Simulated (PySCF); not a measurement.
# C₆H₇B: fields and orbitals

For C₆H₇B, the scripts below compute its lowest excited states, treat its π system by CASSCF and NEVPT2 and see where an electron leaves and enters.

Program: PySCF 2.14.0. Level of theory: levels as typed in each script, gas phase, geometry from GFN2-xTB. These are calculated values, not measurements.

### Step 1. The starting structure

SMILES `Bc1ccccc1`, 14 atoms, charge 0, spin multiplicity 1.

Bond lengths: B1–C2 1.544 Å, B1–H8 1.170 Å, B1–H9 1.170 Å, C2–C3 1.403 Å, C2–C7 1.403 Å, C3–C4 1.382 Å, C3–H10 1.081 Å, C4–C5 1.386 Å, C4–H11 1.081 Å, C5–C6 1.386 Å, C5–H12 1.081 Å, C6–C7 1.382 Å, C6–H13 1.081 Å, C7–H14 1.081 Å. Angles: C2–B1–H8 120.1°, C2–B1–H9 120.1°, H8–B1–H9 119.8°, B1–C2–C3 121.6°, B1–C2–C7 121.6°, C3–C2–C7 116.9°, C2–C3–C4 121.7°, C2–C3–H10 118.9°, C4–C3–H10 119.4°, C3–C4–C5 120.0°, C3–C4–H11 120.2°, C5–C4–H11 119.9°, C4–C5–C6 119.7°, C4–C5–H12 120.1°, C6–C5–H12 120.1°, C5–C6–C7 120.0°, C5–C6–H13 119.9°, C7–C6–H13 120.2° and more.

Geometry (Å):

```
B    -2.5586    0.0001    0.0000
C    -1.0144    0.0000    0.0000
C    -0.2802    1.1951    0.0000
C     1.1014    1.1987    0.0000
C     1.7971    0.0000    0.0000
C     1.1013   -1.1988    0.0000
C    -0.2802   -1.1951    0.0000
H    -3.1455   -1.0116    0.0000
H    -3.1454    1.0117    0.0000
H    -0.8135    2.1351    0.0000
H     1.6420    2.1347    0.0000
H     2.8778    0.0000    0.0000
H     1.6419   -2.1347    0.0000
H    -0.8136   -2.1351    0.0000
```

### Step 2. Excited states (PBE0/6-31+g*)

input.py

```python
import numpy as np
from pyscf import gto, scf, dft, tdscf
from pyscf.scf import atom_ks, atom_hf
from scipy.linalg import block_diag

def solve(mol, dm0=None, hcore=None):
    mf = (dft.UKS if mol.spin else dft.RKS)(mol, xc='pbe0')
    mf.grids.level = 3
    mf = mf.density_fit(auxbasis='def2-universal-jkfit')
    mf.conv_tol, mf.max_cycle = 1e-8, 80
    if hcore is not None:
        mf.get_hcore = lambda *args: hcore
    mf.kernel(dm0)
    if not mf.converged:
        mf = mf.newton().run(mf.mo_coeff, mf.mo_occ, max_cycle=30)
    assert mf.converged, 'SCF not converged'
    return mf

mol = gto.M(atom='''
B     -2.55860     0.00005     0.00000
C     -1.01442    -0.00004     0.00000
C     -0.28019     1.19512     0.00000
C      1.10135     1.19871     0.00000
C      1.79710     0.00002     0.00000
C      1.10130    -1.19876     0.00000
C     -0.28024    -1.19511     0.00000
H     -3.14547    -1.01160     0.00000
H     -3.14543     1.01174     0.00000
H     -0.81355     2.13511     0.00000
H      1.64199     2.13467     0.00000
H      2.87782    -0.00001     0.00000
H      1.64190    -2.13474     0.00000
H     -0.81364    -2.13508     0.00000
''', basis='6-31+g*', charge=0, spin=0, verbose=4)
mf = solve(mol)
td = mf.TDA()
td.nstates, td.singlet, td.conv_tol = 4, True, 1e-5
td.kernel()
td.analyze()
x, y = np.array([p[0] for p in td.xy]), np.array([p[1] + 0 * p[0] for p in td.xy])
f, mu = td.oscillator_strength(), td.transition_dipole()
nto = [td.get_nto(state=i + 1, verbose=4) for i in range(len(td.e))]
# spherically averaged free atoms, for the promolecule
atm = atom_ks.get_atm_nrks(mol, xc='pbe0')
pro = block_diag(*[(atm[a[0]][2] * atm[a[0]][3]) @ atm[a[0]][2].T for a in mol._atom])
np.savez('result.npz', e=td.e, f=f, ok=td.converged, w=[n[0] for n in nto], nto=[n[1] for n in nto], x=x, y=y, c=mf.mo_coeff, occ=mf.mo_occ, eps=mf.mo_energy, pro=pro, mu=mu)
```

On the command line:

```
OMP_NUM_THREADS=1 python input.py
```

### Step 4. The π active space (def2-svp)

input.py

```python
import numpy as np
from pyscf import gto, scf, dft, mcscf, mrpt
from pyscf.mcscf import avas

def solve(mol, dm0=None, hcore=None):
    mf = scf.ROHF(mol) if mol.spin else scf.RHF(mol)
    mf = mf.density_fit(auxbasis='def2-universal-jkfit')
    mf.conv_tol, mf.max_cycle = 1e-8, 80
    if hcore is not None:
        mf.get_hcore = lambda *args: hcore
    mf.kernel(dm0)
    if not mf.converged:
        mf = mf.newton().run(mf.mo_coeff, mf.mo_occ, max_cycle=30)
    assert mf.converged, 'SCF not converged'
    return mf

mol = gto.M(atom='''
B     -2.55860     0.00005     0.00000
C     -1.01442    -0.00004     0.00000
C     -0.28019     1.19512     0.00000
C      1.10135     1.19871     0.00000
C      1.79710     0.00002     0.00000
C      1.10130    -1.19876     0.00000
C     -0.28024    -1.19511     0.00000
H     -3.14547    -1.01160     0.00000
H     -3.14543     1.01174     0.00000
H     -0.81355     2.13511     0.00000
H      1.64199     2.13467     0.00000
H      2.87782    -0.00001     0.00000
H      1.64190    -2.13474     0.00000
H     -0.81364    -2.13508     0.00000
''', basis='def2-svp', charge=0, spin=0, verbose=4)
mf = solve(mol)
ncas, nel, orbs = avas.avas(mf, ['B 2pz', 'C 2pz'], threshold=0.5, openshell_option=3)
print('active space', nel, ncas)
assert 2 <= ncas <= 10, 'active space too large or empty'
mc = mcscf.CASSCF(mf, ncas, nel)
mc.natorb, mc.max_cycle_macro = True, 60
mc.fix_spin_(ss=mol.spin / 2 * (mol.spin / 2 + 1))
mc.kernel(orbs)
occ = mc.mo_occ[mc.ncore:mc.ncore + ncas]
print('natural occupations', occ.round(4))
e2 = mrpt.NEVPT(mc).kernel()
out = dict(c=mc.mo_coeff[:, mc.ncore:mc.ncore + ncas], occ=occ, e=mc.e_tot, e2=e2, ehf=mf.e_tot, ok=mc.converged, nel=nel, w0=abs(mc.ci).max() ** 2, dm=mc.make_rdm1())
# the other spin state at the same geometry
other = mol.copy().set(spin=2).build()
mo = scf.ROHF(other).density_fit(auxbasis='def2-universal-jkfit').run()
na = (nel + other.spin) // 2
m2 = mcscf.CASSCF(mo, ncas, (na, nel - na))
m2.natorb = True
m2.fix_spin_(ss=other.spin / 2 * (other.spin / 2 + 1))
m2.kernel(mc.mo_coeff)
e2o = mrpt.NEVPT(m2).kernel()
print('other state above this one / eV: CASSCF', (m2.e_tot - mc.e_tot) * 27.211386, 'NEVPT2', (m2.e_tot + e2o - mc.e_tot - e2) * 27.211386)
np.savez('result.npz', eo=m2.e_tot, e2o=e2o, oko=m2.converged, occo=m2.mo_occ[mc.ncore:mc.ncore + ncas], co=m2.mo_coeff[:, mc.ncore:mc.ncore + ncas], **out)
```

### Step 6. Removing and adding an electron (PBE0/6-31+g*)

input.py

```python
import numpy as np
from pyscf import gto, scf, dft
from pyscf.scf import atom_ks, atom_hf
from scipy.linalg import block_diag

def solve(mol, dm0=None, hcore=None):
    mf = (dft.UKS if mol.spin else dft.RKS)(mol, xc='pbe0')
    mf.grids.level = 3
    mf = mf.density_fit(auxbasis='def2-universal-jkfit')
    mf.conv_tol, mf.max_cycle = 1e-8, 80
    if hcore is not None:
        mf.get_hcore = lambda *args: hcore
    mf.kernel(dm0)
    if not mf.converged:
        mf = mf.newton().run(mf.mo_coeff, mf.mo_occ, max_cycle=30)
    assert mf.converged, 'SCF not converged'
    return mf

mol = gto.M(atom='''
B     -2.55860     0.00005     0.00000
C     -1.01442    -0.00004     0.00000
C     -0.28019     1.19512     0.00000
C      1.10135     1.19871     0.00000
C      1.79710     0.00002     0.00000
C      1.10130    -1.19876     0.00000
C     -0.28024    -1.19511     0.00000
H     -3.14547    -1.01160     0.00000
H     -3.14543     1.01174     0.00000
H     -0.81355     2.13511     0.00000
H      1.64199     2.13467     0.00000
H      2.87782    -0.00001     0.00000
H      1.64190    -2.13474     0.00000
H     -0.81364    -2.13508     0.00000
''', basis='6-31+g*', charge=0, spin=0, verbose=4)
mf = solve(mol)
out = dict(e0=mf.e_tot, dm0=mf.make_rdm1(), c=mf.mo_coeff, occ=mf.mo_occ, eps=mf.mo_energy)
for name, dq, spin in [('cation', 1, 1), ('anion', -1, 1)]:
    ion = mol.copy().set(charge=mol.charge + dq, spin=spin).build()
    mi = solve(ion)
    if spin and dq > 0 and mol.nao < 130:
        c, _, stable, _ = mi.stability(return_status=True)
        if not stable:
            mi = solve(ion, mi.make_rdm1(c, mi.mo_occ))
    print(name, 'vertical energy change / eV', (mi.e_tot - mf.e_tot) * 27.211386)
    out.update({'e_' + name: mi.e_tot, 'dm_' + name: mi.make_rdm1(), 's2_' + name: mi.spin_square()[0], 'eps_' + name: mi.mo_energy, 'occ_' + name: mi.mo_occ})
# spherically averaged free atoms, for the promolecule
atm = atom_ks.get_atm_nrks(mol, xc='pbe0')
pro = block_diag(*[(atm[a[0]][2] * atm[a[0]][3]) @ atm[a[0]][2].T for a in mol._atom])
np.savez('result.npz', pro=pro, **out)
```

(Steps that only read results are left out.)

What does the calculation give? Wanted: lowest singlet excitation; triplet less singlet, CASSCF and NEVPT2; weight of the leading determinant; vertical ionisation energy; vertical electron affinity.

The runs gave:

| quantity | value |
| --- | --- |
| lowest singlet excitation (PBE0/6-31+g*) | 4.68 eV |
| triplet less singlet, CASSCF and NEVPT2 (def2-svp) | +3.63 and +3.94 eV |
| weight of the leading determinant | 0.89 |
| vertical ionisation energy (PBE0/6-31+g*) | 9.40 eV |
| vertical electron affinity (PBE0/6-31+g*) | 0.35 eV |

What this shows: The ionisation energy from two SCF runs, 9.40 eV, lies 1.9 eV above −ε(HOMO) = 7.51 eV of the same level, PBE0/6-31+g*, since self-interaction lifts this functional's HOMO. The geometry was not optimised at these levels.
